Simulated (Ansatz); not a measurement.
The system is Ca3AsP.

```xyz
5
Lattice="5.3339 0.0000 0.0000 0.0000 5.3339 0.0000 0.0000 0.0000 5.3339" Properties=species:S:1:pos:R:3 pbc="T T T"
As    0.0000    0.0000    0.0000
Ca    2.6669    2.6669    0.0000
Ca    2.6669    0.0000    2.6669
Ca    0.0000    2.6669    2.6669
P     2.6669    2.6669    2.6669
```

The cell comes from a database or a generator and needn't be the stable form of this composition.

* Program: Ansatz 0.2.0
* Task: relaxation of cell and atoms
* Functional: revPBE
* Potentials or basis: Ansatz PAW
* Cutoff: 420 eV (not typed: the program's choice for these potentials)
* k mesh: 5 × 5 × 5
* Occupations: fermi-dirac, width 0.05 eV
* Spin: no spin polarisation

At the start: volume 30.35 Å³/atom.

Problem. How do energy, volume and symmetry change on relaxing?

Solution. It ends after 4 steps and the volume is 31.07 Å³/atom (+2.4 %); space group Pm-3m (No. 221, to 0.05 Å).

Step by step:
```csv
step,energy change (eV),largest force (eV/Å),volume (Å³)
1,0.0000,0.0000,151.75
2,-0.0098,0.0000,155.12
3,-0.0098,0.0000,155.36
4,-0.0101,0.0000,155.36
```

Final structure:
```xyz
5
Lattice="5.3759 0.0000 0.0000 0.0000 5.3759 0.0000 0.0000 0.0000 5.3759" Properties=species:S:1:pos:R:3 pbc="T T T"
As    0.0000    0.0000    0.0000
Ca    2.6879    2.6879    0.0000
Ca    2.6879    0.0000    2.6879
Ca    0.0000    2.6879    2.6879
P     2.6879    2.6879    2.6879
```

Caveat: the plane-wave basis is chosen anew once the cell has moved, so the energies of steps on either side of that aren't comparable; the PAW data sets come from PBE, with cores solved anew for the run's functional, which leaves a small shift of forces and pressure.
